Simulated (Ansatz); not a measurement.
# C6H12S: taking an electron away

One table from this session's results is given with a row withheld; the runs are named, their logs left out.

Computed with Ansatz 0.2.0, Gaussian basis. Level: unrestricted cation, the program's frozen cores in correlated methods.

The runs, in order: UKS PBE-D4/def2-TZVPP; UKS r2SCAN-D4/def2-TZVPP; UKS PBE0-D4/def2-TZVPP; UKS B3LYP-D4/def2-TZVPP; UKS wB97X-V/def2-TZVPP; UKS wB97M-V/def2-TZVPP; UKS B2PLYP/def2-TZVPP; UHF-CCSD(T)/def2-TZVPP; UHF-MP2/def2-QZVPP; extrapolation to the limit; then −ε(HOMO) from the neutral's earlier runs with LDA (SPW92), PBE-D4, revPBE-D4, BLYP-D4, r2SCAN-D4, B97M-V, PBE0-D4, B3LYP-D4, r2SCANh-D4, r2SCAN0-D4, HSE06-D4, BHLYP-D4, CAM-B3LYP-D4, LC-ωPBE, ωB97X-V, ωB97M-V.

## Structure used throughout

All runs share one geometry, relaxed beforehand with PBE0-D4 in a triple-zeta def2 set.

SMILES `C1CCCSCC1`, 19 atoms, charge 0, spin multiplicity 1.

Atoms are counted from 1 here; the program's logs count them from 0.

Bond lengths: C1–C2 1.530 Å, C1–C7 1.526 Å, C1–H8 1.097 Å, C1–H9 1.094 Å, C2–C3 1.525 Å, C2–H10 1.094 Å, C2–H11 1.094 Å, C3–C4 1.524 Å, C3–H12 1.097 Å, C3–H13 1.094 Å, C4–S5 1.805 Å, C4–H14 1.094 Å, C4–H15 1.092 Å, S5–C6 1.807 Å, C6–C7 1.518 Å, C6–H16 1.093 Å, C6–H17 1.095 Å, C7–H18 1.095 Å and more. Angles: C2–C1–C7 114.4°, C2–C1–H8 110.5°, C2–C1–H9 108.6°, C7–C1–H8 110.1°, C7–C1–H9 107.2°, H8–C1–H9 105.6°, C1–C2–C3 116.2°, C1–C2–H10 109.4°, C1–C2–H11 108.3°, C3–C2–H10 107.5°, C3–C2–H11 108.9°, H10–C2–H11 106.0°, C2–C3–C4 115.9°, C2–C3–H12 109.6°, C2–C3–H13 108.3°, C4–C3–H12 107.3°, C4–C3–H13 109.2°, H12–C3–H13 106.1° and more.

The first run:

The input, in.yaml:

```yaml
crystal:
  periodic: [false, false, false]
  atoms:
    - {symbol: C, position_ang: [0.052790, -0.119287, -1.358718]}
    - {symbol: C, position_ang: [-0.715508, -1.150597, -0.529506]}
    - {symbol: C, position_ang: [-0.042655, -1.618360, 0.756532]}
    - {symbol: C, position_ang: [0.585649, -0.526273, 1.613173]}
    - {symbol: S, position_ang: [-0.368423, 0.997532, 1.776691]}
    - {symbol: C, position_ang: [0.209111, 1.860594, 0.298437]}
    - {symbol: C, position_ang: [-0.289602, 1.332142, -1.034470]}
    - {symbol: H, position_ang: [1.134118, -0.281384, -1.267512]}
    - {symbol: H, position_ang: [-0.180422, -0.278913, -2.415590]}
    - {symbol: H, position_ang: [-0.908897, -2.037201, -1.141024]}
    - {symbol: H, position_ang: [-1.696797, -0.733249, -0.284291]}
    - {symbol: H, position_ang: [0.747303, -2.340793, 0.516593]}
    - {symbol: H, position_ang: [-0.782042, -2.162627, 1.351934]}
    - {symbol: H, position_ang: [1.567193, -0.238780, 1.225656]}
    - {symbol: H, position_ang: [0.750096, -0.893858, 2.628591]}
    - {symbol: H, position_ang: [-0.115299, 2.895840, 0.432248]}
    - {symbol: H, position_ang: [1.303979, 1.864253, 0.328343]}
    - {symbol: H, position_ang: [-1.377316, 1.452379, -1.079996]}
    - {symbol: H, position_ang: [0.126732, 1.978554, -1.817089]}
basis:
  gaussian: {orbitals: def2-TZVPP}
total_charge: 1
magnetization: {spin_polarized: true, initial_magnetization: 1}
hamiltonian: {xc: pbe, dispersion: d4}
```

Launch:

```
ansatz run in.yaml --threads 2 --pin off --events-out ev --progress --plain --max-ram 32768MiB --backend cuda --devices 0, --max-vram 18GiB
```

Steps of the session up to this table: Cation, UKS PBE-D4/def2-TZVPP; Cation, UKS r2SCAN-D4/def2-TZVPP; Cation, UKS PBE0-D4/def2-TZVPP; Cation, UKS B3LYP-D4/def2-TZVPP; Cation, UKS wB97X-V/def2-TZVPP; Cation, UKS wB97M-V/def2-TZVPP; Cation, UKS B2PLYP (frozen core)/def2-TZVPP; Cation, UHF-CCSD(T)/def2-TZVPP; Cation, UHF-MP2/def2-QZVPP.

One of the session's tables, all rows but one given; the rest of the session is left out.

It belongs to the step «Ionisation energies side by side». Orbital estimates, from the neutral's runs:

| functional | −ε(HOMO) (eV) |
| --- | --- |
| LDA (SPW92) | 5.09 |
| PBE-D4 | 4.97 |
| revPBE-D4 | 4.91 |
| BLYP-D4 | 4.83 |
| r2SCAN-D4 | 5.19 |
| B97M-V | 5.33 |
| PBE0-D4 | 6.17 |
| B3LYP-D4 | 5.95 |
| r2SCANh-D4 | 5.64 |
| r2SCAN0-D4 | 6.31 |
| HSE06-D4 | 5.77 |
| BHLYP-D4 | 7.26 |
| CAM-B3LYP-D4 | 7.51 |
| LC-ωPBE | 8.89 |
| ωB97X-V | ? |
| ωB97M-V | 8.40 |

Estimate the missing values for ωB97X-V.

**Answer.** −ε(HOMO) (eV): 8.55. In the column «−ε(HOMO) (eV)» it lies between ωB97M-V (8.40) and LC-ωPBE (8.89).
